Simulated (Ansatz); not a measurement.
# CH5BClN: basis-set convergence

Aim: see how fast density functionals converge with the basis set for CH5BClN.

Computed with Ansatz 0.2.0, Gaussian basis. Level: one geometry, several basis sets.

The runs, in order: PBE0-D4/def2-SVP; ωB97M-V/def2-SVP; PBE0-D4/def2-QZVPP; ωB97M-V/def2-QZVPP; the functionals' def2-TZVPP values are taken from earlier runs.

### 1 Structure used throughout

All runs share one geometry, relaxed beforehand with PBE0-D4 in a triple-zeta def2 set.

SMILES `NCBCl`, 9 atoms, charge 0, spin multiplicity 1.

Atoms are counted from 1 here; the program's logs count them from 0.

Bond lengths: N1–C2 1.444 Å, N1–H5 1.011 Å, N1–H6 1.010 Å, C2–B3 1.549 Å, C2–H7 1.112 Å, C2–H8 1.100 Å, B3–Cl4 1.749 Å, B3–H9 1.193 Å. Angles: C2–N1–H5 111.5°, C2–N1–H6 112.1°, H5–N1–H6 108.4°, N1–C2–B3 117.7°, N1–C2–H7 114.9°, N1–C2–H8 110.4°, B3–C2–H7 102.2°, B3–C2–H8 107.0°, H7–C2–H8 103.3°, C2–B3–Cl4 121.6°, C2–B3–H9 121.3°, Cl4–B3–H9 116.9°.

As a file:

```
N    -0.9825    0.9020    0.1036
C     0.1044    0.0533    0.5320
B     0.5773   -1.0556   -0.4402
Cl    0.0542   -1.0972   -2.1081
H    -0.9103    1.1293   -0.8789
H    -1.0205    1.7646    0.6276
H     1.0535    0.5864    0.7614
H    -0.1459   -0.4394    1.4830
H     1.3582   -1.8897   -0.0976
```

### 2 PBE0-D4 in def2-SVP

File in.yaml:

```yaml
crystal:
  periodic: [false, false, false]
  atoms:
    - {symbol: N, position_ang: [-0.982547, 0.902013, 0.103634]}
    - {symbol: C, position_ang: [0.104444, 0.053280, 0.532040]}
    - {symbol: B, position_ang: [0.577314, -1.055562, -0.440190]}
    - {symbol: Cl, position_ang: [0.054158, -1.097158, -2.108094]}
    - {symbol: H, position_ang: [-0.910288, 1.129303, -0.878914]}
    - {symbol: H, position_ang: [-1.020481, 1.764642, 0.627623]}
    - {symbol: H, position_ang: [1.053505, 0.586350, 0.761361]}
    - {symbol: H, position_ang: [-0.145860, -0.439398, 1.483030]}
    - {symbol: H, position_ang: [1.358154, -1.889671, -0.097590]}
basis:
  gaussian: {orbitals: def2-SVP}
hamiltonian: {xc: pbe0, dispersion: d4}
output: {orbitals: {seedname: orbitals}}
```

Run with:

```console
$ ansatz run in.yaml --threads 2 --pin off --events-out ev --progress --plain --max-ram 4352MiB
```

After this run come: ωB97M-V in def2-SVP; PBE0-D4 in def2-QZVPP; ωB97M-V in def2-QZVPP.

**Question.** What will the summary of the whole plan be? Wanted: PBE0-D4: double and triple zeta above quadruple; ωB97M-V: double and triple zeta above quadruple.

As calculated:

```
                                       quantity          value
PBE0-D4: double and triple zeta above quadruple  8.59, 0.57 eV
ωB97M-V: double and triple zeta above quadruple  8.70, 0.55 eV
```

PBE0-D4 gains 8.02 eV from double to triple zeta, then 0.57 eV more. These are total energies; as a rule much of such shifts cancels in differences, which this series doesn't test.
